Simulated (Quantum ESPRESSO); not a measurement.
# GaGe3 (Fm-3m) in Quantum ESPRESSO: reference runs

How does GaGe3 come out in PBEsol? The cell is run as given and disturbed.

Program: Quantum ESPRESSO 7.5. These are calculated values, not measurements. Logs are shortened: lines on timing, memory, paths and dates and some standing lists are left out, and cuts for length are marked.

## Step 1: The structure

Symmetry: Fm-3m, No. 225, cubic system. Conventional cell: a = 6.774 Å, b = 6.774 Å, c = 6.774 Å, α = 90.00°, β = 90.00°, γ = 90.00°. Ge (site symmetry m-3m) has 8 Ge at 2.93 Å as nearest neighbours. Around Ge (site symmetry -43m) lie 4 Ge at 2.93 Å and 4 Ga at 2.93 Å. Ga (site symmetry m-3m) has 8 Ge at 2.93 Å as nearest neighbours.

The cell comes from a database or a generator and needn't be the stable form of this composition.

## Step 2: Single point, PBEsol

File pw.in:

```
&CONTROL
  calculation = 'scf'
  prefix = 'pwscf'
  outdir = './tmp'
  pseudo_dir = './pseudo'
  tprnfor = .true.
  tstress = .true.
  disk_io = 'low'
/
&SYSTEM
  ibrav = 0
  nat = 4
  ntyp = 2
  ecutwfc = 56
  ecutrho = 448
  nbnd = 41
  occupations = 'smearing'
  smearing = 'fd'
  degauss = 0.00367493
/
&ELECTRONS
  conv_thr = 8d-10
  electron_maxstep = 120
  mixing_beta = 0.5
/
ATOMIC_SPECIES
Ge    72.6300 ge_pbesol_v1.4.uspp.F.UPF
Ga    69.7230 ga_pbesol_v1.4.uspp.F.UPF
CELL_PARAMETERS angstrom
   0.0000000000    3.3871670000    3.3871670000
   3.3871670000    0.0000000000    3.3871670000
   3.3871670000    3.3871670000    0.0000000000
ATOMIC_POSITIONS crystal
Ge     0.5000000000    0.5000000000    0.5000000000
Ge     0.7500000000    0.7500000000    0.7500000000
Ge     0.2500000000    0.2500000000    0.2500000000
Ga     0.0000000000    0.0000000000    0.0000000000
K_POINTS automatic
7 7 7 0 0 0
```

File pp_density.in:

```
&INPUTPP
  prefix = 'pwscf'
  outdir = './tmp'
  filplot = 'density.dat'
  plot_num = 0
/
&PLOT
  nfile = 1
  filepp(1) = 'density.dat'
  iflag = 3
  output_format = 6
  fileout = 'density.cube'
/
```

File pp_potential.in:

```
&INPUTPP
  prefix = 'pwscf'
  outdir = './tmp'
  filplot = 'potential.dat'
  plot_num = 11
/
&PLOT
  nfile = 1
  filepp(1) = 'potential.dat'
  iflag = 3
  output_format = 6
  fileout = 'potential.cube'
/
```

Potentials or basis: GBRV 1.5 PBEsol.

Launch:

```console
$ OMP_NUM_THREADS=1 mpirun -n 2 pw.x -nk 2 -in pw.in > pw.out
$ OMP_NUM_THREADS=1 mpirun -n 1 pp.x -in pp_density.in > pp_density.out
$ OMP_NUM_THREADS=1 mpirun -n 1 pp.x -in pp_potential.in > pp_potential.out
```

pw.out:

```text
This program is part of the open-source Quantum ESPRESSO suite
     for quantum simulation of materials; please cite
[... 6 lines left out ...]
     using ibrav=0 with symmetry is DISCOURAGED, use correct ibrav instead

     K-points division:     npool     =       2
     Subspace diagonalization in iterative solution of the eigenvalue problem:
     a serial algorithm will be used

     G-vector sticks info
     --------------------
     sticks:   dense  smooth     PW     G-vecs:    dense   smooth      PW
     Sum        2527    1261    367                84091    29627    4645

     Using Slab Decomposition

     bravais-lattice index     =            0
     lattice parameter (alat)  =       9.0521  a.u.
     unit-cell volume          =     524.4890 (a.u.)^3
     number of atoms/cell      =            4
     number of atomic types    =            2
     number of electrons       =        61.00
     number of Kohn-Sham states=           41
     kinetic-energy cutoff     =      56.0000  Ry
     charge density cutoff     =     448.0000  Ry
     scf convergence threshold =      8.0E-10
     mixing beta               =       0.5000
     number of iterations used =            8  plain     mixing
     Exchange-correlation= SLA  PW   PSX  PSC
                           (   1   4  10   8   0   0   0)

     celldm(1)=   9.052124  celldm(2)=   0.000000  celldm(3)=   0.000000
     celldm(4)=   0.000000  celldm(5)=   0.000000  celldm(6)=   0.000000

     crystal axes: (cart. coord. in units of alat)
               a(1) = (   0.000000   0.707107   0.707107 )
               a(2) = (   0.707107   0.000000   0.707107 )
               a(3) = (   0.707107   0.707107   0.000000 )

     reciprocal axes: (cart. coord. in units 2 pi/alat)
               b(1) = ( -0.707107  0.707107  0.707107 )
               b(2) = (  0.707107 -0.707107  0.707107 )
               b(3) = (  0.707107  0.707107 -0.707107 )

     PseudoPot. # 1 for Ge read from file:
     ge_pbesol_v1.4.uspp.F.UPF
     Pseudo is Ultrasoft + core correction, Zval = 14.0
     Generated by new atomic code, or converted to UPF format
     Using radial grid of  873 points,  6 beta functions with:
                l(1) =   0
                l(2) =   0
                l(3) =   1
                l(4) =   1
                l(5) =   2
                l(6) =   2
     Q(r) pseudized with  8 coefficients,  rinner =    1.400   1.400   1.400
                                                       1.400   1.400

     PseudoPot. # 2 for Ga read from file:
     ga_pbesol_v1.4.uspp.F.UPF
     Pseudo is Ultrasoft + core correction, Zval = 19.0
     Generated by new atomic code, or converted to UPF format
     Using radial grid of  871 points,  6 beta functions with:
                l(1) =   0
                l(2) =   0
                l(3) =   1
                l(4) =   1
                l(5) =   2
                l(6) =   2
     Q(r) pseudized with  8 coefficients,  rinner =    1.250   1.250   1.250
                                                       1.250   1.250

     atomic species   valence    mass     pseudopotential
     Ge               14.00    72.63000     Ge( 1.00)
     Ga               19.00    69.72300     Ga( 1.00)

     48 Sym. Ops., with inversion, found

   Cartesian axes

     site n.     atom                  positions (alat units)
         1        Ge     tau(   1) = (   0.7071068   0.7071068   0.7071068  )
         2        Ge     tau(   2) = (   1.0606602   1.0606602   1.0606602  )
         3        Ge     tau(   3) = (   0.3535534   0.3535534   0.3535534  )
         4        Ga     tau(   4) = (   0.0000000   0.0000000   0.0000000  )

     number of k points=    20  Fermi-Dirac smearing, width (Ry)=  0.0037
                       cart. coord. in units 2pi/alat
        k(    1) = (   0.0000000   0.0000000   0.0000000), wk =   0.0058309
        k(    2) = (   0.1010153   0.1010153  -0.1010153), wk =   0.0466472
        k(    3) = (   0.2020305   0.2020305  -0.2020305), wk =   0.0466472
        k(    4) = (   0.3030458   0.3030458  -0.3030458), wk =   0.0466472
        k(    5) = (   0.2020305  -0.0000000   0.0000000), wk =   0.0349854
        k(    6) = (   0.3030458   0.1010153  -0.1010153), wk =   0.1399417
[... 12 lines left out ...]
        k(   19) = (  -0.1010153  -0.5050763   0.7071068), wk =   0.1399417
        k(   20) = (   0.0000000  -0.4040610   0.6060915), wk =   0.1399417

     Dense  grid:    84091 G-vectors     FFT dimensions: (  64,  64,  64)

     Smooth grid:    29627 G-vectors     FFT dimensions: (  45,  45,  45)

     Check: negative core charge=   -0.000001

     Initial potential from superposition of free atoms

     starting charge      59.9976, renormalised to      61.0000
     Starting wfcs are   39 randomized atomic wfcs +    2 random wfcs

     Self-consistent Calculation

     iteration #  1     ecut=    56.00 Ry     beta= 0.50
     Davidson diagonalization with overlap
     ethr =  1.00E-02,  avg # of iterations =  4.8

     total energy              =   -1054.28515881 Ry
     estimated scf accuracy    <       0.78000383 Ry
[... 50 lines left out ...]
     iteration #  9     ecut=    56.00 Ry     beta= 0.50
     Davidson diagonalization with overlap
     ethr =  7.05E-12,  avg # of iterations =  3.0

     End of self-consistent calculation

          k = 0.0000 0.0000 0.0000 (  3719 PWs)   bands (ev):

   -83.7518 -83.7518 -83.7518 -14.2778 -14.2778 -14.2717 -14.2717 -14.2717
   -14.2523 -14.2523 -14.2523 -14.2127 -14.2127 -14.2024 -14.2024 -14.1904
   -14.1904 -14.1904  -4.2917  -4.2917  -4.2917  -4.2669  -4.2669  -2.0814
     4.6450   5.7683   8.8402   8.8402   8.8402   9.1239   9.1239   9.1239
     9.2062  10.6678  10.6678  10.6678  15.1241  15.1241  20.1126  20.1126
    20.1126
[... 129 lines left out ...]
   -83.7518 -83.7518 -83.7518 -14.2887 -14.2868 -14.2666 -14.2640 -14.2538
   -14.2440 -14.2430 -14.2334 -14.2286 -14.2210 -14.2150 -14.2116 -14.2075
   -14.1808 -14.1798  -4.3061  -4.2824  -4.2803  -4.2783  -4.2652   0.9807
     1.3504   2.5646   4.2707   5.7473   6.9548  11.7142  12.2740  12.8515
    13.5420  14.4418  14.9056  15.6769  16.2245  16.9985  17.7255  18.7276
    19.2783

          k = 0.4041 0.2020 0.0000 (  3703 PWs)   bands (ev):

   -83.7518 -83.7518 -83.7518 -14.2856 -14.2840 -14.2698 -14.2631 -14.2615
   -14.2446 -14.2420 -14.2366 -14.2332 -14.2176 -14.2127 -14.2056 -14.1983
   -14.1879 -14.1836  -4.2992  -4.2881  -4.2848  -4.2723  -4.2665  -0.7850
     2.8625   3.4108   5.0852   7.3938   7.8084   8.8371  11.1022  11.7940
    11.8337  13.3314  14.0703  15.0417  15.5574  17.0211  17.7920  18.2445
    21.3167
[... 21 lines left out ...]
   -83.7518 -83.7518 -83.7518 -14.2867 -14.2798 -14.2764 -14.2593 -14.2518
   -14.2470 -14.2455 -14.2368 -14.2250 -14.2249 -14.2161 -14.2114 -14.1962
   -14.1895 -14.1784  -4.2977  -4.2919  -4.2805  -4.2752  -4.2673   1.1121
     1.4858   2.0537   3.6411   7.4001   9.1913   9.2939   9.8305  12.9334
    13.6332  13.7144  15.2632  15.6629  16.7754  17.0228  17.3253  20.8857
    21.2229

     the Fermi energy is    10.3602 ev

!    total energy              =   -1054.50627591 Ry
     estimated scf accuracy    <          2.1E-10 Ry
     smearing contrib. (-TS)   =      -0.00069588 Ry
     internal energy E=F+TS    =   -1054.50558003 Ry

     The total energy is F=E-TS. E is the sum of the following terms:
     one-electron contribution =    -697.16591925 Ry
     hartree contribution      =     397.64237588 Ry
     xc contribution           =    -220.68118634 Ry
     ewald contribution        =    -534.30085032 Ry

     convergence has been achieved in   9 iterations

     Forces acting on atoms (cartesian axes, Ry/au):

     atom    1 type  1   force =     0.00000000    0.00000000   -0.00000000
     atom    2 type  1   force =    -0.00000000    0.00000000   -0.00000000
     atom    3 type  1   force =     0.00000000    0.00000000    0.00000000
     atom    4 type  2   force =     0.00000000    0.00000000    0.00000000

     Total force =     0.000000     Total SCF correction =     0.000000

     Computing stress (Cartesian axis) and pressure

          total   stress  (Ry/bohr**3)                   (kbar)     P=      -39.30
  -0.00026719  -0.00000000  -0.00000000          -39.30       -0.00       -0.00
  -0.00000000  -0.00026719  -0.00000000           -0.00      -39.30       -0.00
  -0.00000000  -0.00000000  -0.00026719           -0.00       -0.00      -39.30

=------------------------------------------------------------------------------=
   JOB DONE.
=------------------------------------------------------------------------------=
```

Wall time 35 s (2 MPI ranks of Arm Neoverse V2, shared host); peak memory 0.46 GiB.

Results:

```
Free energy            : -14347.2888 eV
Pressure               : -3.9 GPa
Band gap on the k mesh : none (metal or under the smearing width)
```

Levels at points of the mesh, in eV from the Fermi level:
```
           k point  band 29  band 30  band 31  band 32  band 33  band 34
(0.00, 0.00, 0.00)    -1.52    -1.24    -1.24    -1.24    -1.15     0.31
```

## Step 3: Single point, PBEsol (atoms moved at random, drawn with an rms of 0.05 Å)

Edit pw.in of step 2 so:

```diff
@@ -7,3 +7,3 @@
   tstress = .true.
-  disk_io = 'low'
+  disk_io = 'nowf'
 /
@@ -33,6 +33,6 @@
 ATOMIC_POSITIONS crystal
-Ge     0.5000000000    0.5000000000    0.5000000000
-Ge     0.7500000000    0.7500000000    0.7500000000
-Ge     0.2500000000    0.2500000000    0.2500000000
-Ga     0.0000000000    0.0000000000    0.0000000000
+Ge     0.5073380000    0.5011620000    0.4946460000
+Ge     0.7594530000    0.7517590000    0.7461760000
+Ge     0.2490690000    0.2550790000    0.2519830000
+Ga     0.0098280000   -0.0176820000    0.0106650000
 K_POINTS automatic
```

Potentials or basis: GBRV 1.5 PBEsol.

Launch:

```console
$ OMP_NUM_THREADS=1 mpirun -n 2 pw.x -nk 2 -in pw.in > pw.out
```

pw.out:

```text
This program is part of the open-source Quantum ESPRESSO suite
     for quantum simulation of materials; please cite
         "P. Giannozzi et al., J. Phys.:Condens. Matter 21 395502 (2009);
         "P. Giannozzi et al., J. Phys.:Condens. Matter 29 465901 (2017);
         "P. Giannozzi et al., J. Chem. Phys. 152 154105 (2020);
     in publications or presentations arising from this work. More details at

     K-points division:     npool     =       2
     Subspace diagonalization in iterative solution of the eigenvalue problem:
     a serial algorithm will be used

     G-vector sticks info
     --------------------
     sticks:   dense  smooth     PW     G-vecs:    dense   smooth      PW
     Sum        2527    1261    367                84091    29627    4645

     Using Slab Decomposition

     bravais-lattice index     =            0
     lattice parameter (alat)  =       9.0521  a.u.
     unit-cell volume          =     524.4890 (a.u.)^3
     number of atoms/cell      =            4
     number of atomic types    =            2
     number of electrons       =        61.00
     number of Kohn-Sham states=           41
     kinetic-energy cutoff     =      56.0000  Ry
     charge density cutoff     =     448.0000  Ry
     scf convergence threshold =      8.0E-10
     mixing beta               =       0.5000
     number of iterations used =            8  plain     mixing
     Exchange-correlation= SLA  PW   PSX  PSC
                           (   1   4  10   8   0   0   0)

     celldm(1)=   9.052124  celldm(2)=   0.000000  celldm(3)=   0.000000
     celldm(4)=   0.000000  celldm(5)=   0.000000  celldm(6)=   0.000000
[... 51 lines left out ...]
         4        Ga     tau(   4) = (  -0.0049618   0.0144907  -0.0055536  )

     number of k points=   172  Fermi-Dirac smearing, width (Ry)=  0.0037

     Number of k-points >= 100: set verbosity='high' to print them.

     Dense  grid:    84091 G-vectors     FFT dimensions: (  64,  64,  64)

     Smooth grid:    29627 G-vectors     FFT dimensions: (  45,  45,  45)

     Check: negative core charge=   -0.000001

     Initial potential from superposition of free atoms

     starting charge      59.9976, renormalised to      61.0000
     Starting wfcs are   39 randomized atomic wfcs +    2 random wfcs

     Self-consistent Calculation

     iteration #  1     ecut=    56.00 Ry     beta= 0.50
     Davidson diagonalization with overlap
     ethr =  1.00E-02,  avg # of iterations =  5.2

     total energy              =   -1054.28396456 Ry
     estimated scf accuracy    <       0.78107483 Ry
[... 50 lines left out ...]
     iteration #  9     ecut=    56.00 Ry     beta= 0.50
     Davidson diagonalization with overlap
     ethr =  7.28E-12,  avg # of iterations =  2.9

     End of self-consistent calculation

     Number of k-points >= 100: set verbosity='high' to print the bands.

     the Fermi energy is    10.3641 ev

!    total energy              =   -1054.50571738 Ry
     estimated scf accuracy    <          1.8E-10 Ry
     smearing contrib. (-TS)   =      -0.00071869 Ry
     internal energy E=F+TS    =   -1054.50499869 Ry

     The total energy is F=E-TS. E is the sum of the following terms:
     one-electron contribution =    -697.54332486 Ry
     hartree contribution      =     397.82869582 Ry
     xc contribution           =    -220.68298866 Ry
     ewald contribution        =    -534.10738098 Ry

     convergence has been achieved in   9 iterations

     Forces acting on atoms (cartesian axes, Ry/au):

     atom    1 type  1   force =     0.00074339    0.00109248   -0.00101302
     atom    2 type  1   force =     0.00032388    0.00070205   -0.00209220
     atom    3 type  1   force =    -0.00285406    0.00240900   -0.00089902
     atom    4 type  2   force =     0.00178678   -0.00420353    0.00400423

     Total force =     0.007707     Total SCF correction =     0.000012

     Computing stress (Cartesian axis) and pressure

          total   stress  (Ry/bohr**3)                   (kbar)     P=      -38.41
  -0.00026265  -0.00000039   0.00000204          -38.64       -0.06        0.30
  -0.00000039  -0.00026021  -0.00000533           -0.06      -38.28       -0.78
   0.00000204  -0.00000533  -0.00026050            0.30       -0.78      -38.32

=------------------------------------------------------------------------------=
   JOB DONE.
=------------------------------------------------------------------------------=
```

Wall time 3.5 min (2 MPI ranks of Arm Neoverse V2, shared host); peak memory 0.8 GiB.

What came out:

- Free energy: -14347.2812 eV
- Pressure: -3.8 GPa
- Largest force: 0.156 eV/Å
- Band gap on the k mesh: none (metal or under the smearing width)

Forces on the atoms (eV/Å):
```
Ge   0.019  0.028 -0.026
Ge   0.008  0.018 -0.054
Ge  -0.073  0.062 -0.023
Ga   0.046 -0.108  0.103
```

Levels at points of the mesh, in eV from the Fermi level:
```csv
k point,band 26,band 27,band 28,band 29,band 30,band 31,band 32,band 33,band 34,band 35
"(0.00, 0.00, 0.00)",-4.60,-1.58,-1.55,-1.54,-1.29,-1.25,-1.21,-1.08,0.27,0.30
```
